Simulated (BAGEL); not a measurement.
# SiHF3 (SMILES [H][Si](F)(F)F): HF/6-31G(d) (density fitting with qzvpp-jkfit, spherical functions)

Aim: the vertical ionisation energy of SiHF3 at HF/6-31G* (density fitting with qzvpp-jkfit, spherical functions), from 2 runs. 

The results are computed with BAGEL 1.2.2.

2 further runs of the same task are left out: 2 that didn't finish. Runs told in other sessions of the task aren't counted.

### 1 The molecule

SiHF3 has 5 atoms, charge 0, and is taken as a singlet. As SMILES, `[H][Si](F)(F)F`. The coordinates come from a GFN2-xTB relaxation.

Bond lengths: Si1–F3 1.580 Å, Si1–F4 1.580 Å, Si1–F5 1.580 Å, Si1–H2 1.427 Å. Angles: F3–Si1–F4 105.4°, F3–Si1–F5 105.4°, F4–Si1–F5 105.3°, H2–Si1–F3 113.2°, H2–Si1–F4 113.4°, H2–Si1–F5 113.3°.

### 2 A single-point energy at HF/6-31G(d) (density fitting with qzvpp-jkfit, spherical functions)

input.json reads:

```json
{ "bagel" : [

{
  "title" : "molecule",
  "basis" : "6-31gs.json",
  "df_basis" : "qzvpp-jkfit",
  "angstrom" : true,
  "geometry" : [
    { "atom" : "Si", "xyz" : [    0.000340,   -0.000830,    0.089700 ] },
    { "atom" : "H", "xyz" : [    0.013020,   -0.018610,    1.516860 ] },
    { "atom" : "F", "xyz" : [    1.447640,    0.010870,   -0.544430 ] },
    { "atom" : "F", "xyz" : [   -0.734060,    1.260040,   -0.516490 ] },
    { "atom" : "F", "xyz" : [   -0.726940,   -1.251460,   -0.545640 ] }
  ]
},
{ "title" : "hf", "charge" : 0 },
{ "title" : "print", "file" : "orbitals.molden", "orbitals" : true }

]}
```

The basis set 6-31G* is read from a file made from the Basis Set Exchange's data (not shown).

On the command line:

```
$ BAGEL_NUM_THREADS=1 BAGEL input.json > input.out
```

Standard output:

```text
* using 1 threads per process

  ===============================================================
  ===============================================================

  *** Geometry ***

  { "atom" : "Si", "xyz" : [      0.000643,     -0.001568,      0.169508 ] },
  { "atom" : "H", "xyz" : [      0.024604,     -0.035168,      2.866450 ] },
  { "atom" : "F", "xyz" : [      2.735643,      0.020541,     -1.028824 ] },
  { "atom" : "F", "xyz" : [     -1.387172,      2.381131,     -0.976025 ] },
  { "atom" : "F", "xyz" : [     -1.373718,     -2.364917,     -1.031110 ] },

  Number of auxiliary basis functions:      377

  Since a DF basis is specified, we compute 2- and 3-index integrals:
    o Being stored without compression. Storage requirement is 0.012 GB

  Number of basis functions:       62
  Number of electrons      :       42

    * METHOD: MOLECULE                             0.12

  *** RHF ***

  === Nuclear Repulsion ===
   188.6278466158

      * DIIS with orbital gradients will be used.

  === RHF iteration (6-31gs.json) ===
      0       -587.73863810          0.03081935           0.03
      1       -587.91542147          0.01898461           0.03
      2       -588.01004641          0.00097719           0.03
      3       -588.01050414          0.00011338           0.03
      4       -588.01051124          0.00002509           0.03
      5       -588.01051164          0.00000532           0.03
      6       -588.01051166          0.00000122           0.03
      7       -588.01051166          0.00000023           0.03
      8       -588.01051166          0.00000010           0.03
      9       -588.01051166          0.00000001           0.03
     10       -588.01051166          0.00000000           0.03
    * SCF iteration converged.

    * Permanent dipole moment:
           (   -0.005710,     0.009324,    -0.850806) a.u.

    * METHOD: HF                                   0.45

    * METHOD: PRINT                                0.01

  ===============================================================
```

Wall time 0.7 s (1 thread of Arm Neoverse V1, shared host); peak memory 0.085 GiB.

### 3 The doublet cation, same level

input.json reads:

```json
{ "bagel": [

{
  "title": "molecule",
  "basis": "6-31gs.json",
  "df_basis": "qzvpp-jkfit",
  "angstrom": true,
  "geometry": [
    { "atom": "Si", "xyz": [    0.000340,   -0.000830,    0.089700 ] },
    { "atom": "H", "xyz": [    0.013020,   -0.018610,    1.516860 ] },
    { "atom": "F", "xyz": [    1.447640,    0.010870,   -0.544430 ] },
    { "atom": "F", "xyz": [   -0.734060,    1.260040,   -0.516490 ] },
    { "atom": "F", "xyz": [   -0.726940,   -1.251460,   -0.545640 ] }
  ]
},
{
  "title": "uhf",
  "charge": 1,
  "nopen": 1
},
{
  "title": "print",
  "file": "orbitals.molden",
  "orbitals": true
}

]}
```

The basis set 6-31G* is read from a file made from the Basis Set Exchange's data (not shown).

On the command line:

```
$ BAGEL_NUM_THREADS=1 BAGEL input.json > input.out
```

Standard output:

```text
* using 1 threads per process

  ===============================================================
  ===============================================================

  *** Geometry ***

  { "atom" : "Si", "xyz" : [      0.000643,     -0.001568,      0.169508 ] },
  { "atom" : "H", "xyz" : [      0.024604,     -0.035168,      2.866450 ] },
  { "atom" : "F", "xyz" : [      2.735643,      0.020541,     -1.028824 ] },
  { "atom" : "F", "xyz" : [     -1.387172,      2.381131,     -0.976025 ] },
  { "atom" : "F", "xyz" : [     -1.373718,     -2.364917,     -1.031110 ] },

  Number of auxiliary basis functions:      377

  Since a DF basis is specified, we compute 2- and 3-index integrals:
    o Being stored without compression. Storage requirement is 0.012 GB

  Number of basis functions:       62
  Number of electrons      :       42

    * METHOD: MOLECULE                             0.13

  *** Open-shell HF ***

  === Nuclear Repulsion ===
   188.6278466158

      * DIIS with orbital gradients will be used.

  === UHF iteration (6-31gs.json) ===
      0       -587.13098226          0.06506346           0.06
      1       -587.32512950          0.04620114           0.06
      2       -587.40599863          0.03063454           0.06
      3       -587.46817768          0.00134277           0.06
      4       -587.46894558          0.00052389           0.06
      5       -587.46909078          0.00017680           0.06
      6       -587.46910742          0.00005887           0.06
      7       -587.46911006          0.00002610           0.06
      8       -587.46911115          0.00001374           0.06
      9       -587.46911147          0.00000587           0.06
     10       -587.46911160          0.00000225           0.06
     11       -587.46911162          0.00000152           0.06
     12       -587.46911163          0.00000063           0.06
     13       -587.46911163          0.00000024           0.06
     14       -587.46911163          0.00000010           0.06
     15       -587.46911163          0.00000005           0.06
     16       -587.46911163          0.00000004           0.06
     17       -587.46911163          0.00000002           0.06
     18       -587.46911163          0.00000002           0.06
     19       -587.46911163          0.00000001           0.06
    * SCF iteration converged.

    * S^2 (UHF) is 0.7638

    * Permanent dipole moment:
           (   -0.021862,     0.030833,    -2.565338) a.u.

    * METHOD: UHF                                  1.34

    * METHOD: PRINT                                0.01

  ===============================================================
```

Wall time 1.6 s (1 thread of Arm Neoverse V1, shared host); peak memory 0.085 GiB.

### 4 Outcome

Level: HF/6-31G* (density fitting with qzvpp-jkfit, spherical functions).

| quantity | value |
| --- | --- |
| singlet SiHF3: total energy | -588.01051 Eh |
| singlet SiHF3: dipole moment | 2.16 D |
| singlet SiHF3: HOMO energy | -15.74 eV |
| singlet SiHF3: LUMO energy | 4.72 eV |
| singlet SiHF3: HOMO–LUMO gap | 20.46 eV |
| doublet cation: total energy | -587.46911 Eh |
| doublet cation: ⟨S²⟩ | 0.764 |
| vertical ionisation energy (to the doublet cation) | 14.732 eV |

What this shows: The vertical ionisation energy comes to 14.73 eV (340 kcal/mol). The negative HOMO energy of the first species, 15.74 eV, lies 1.01 eV above that difference.
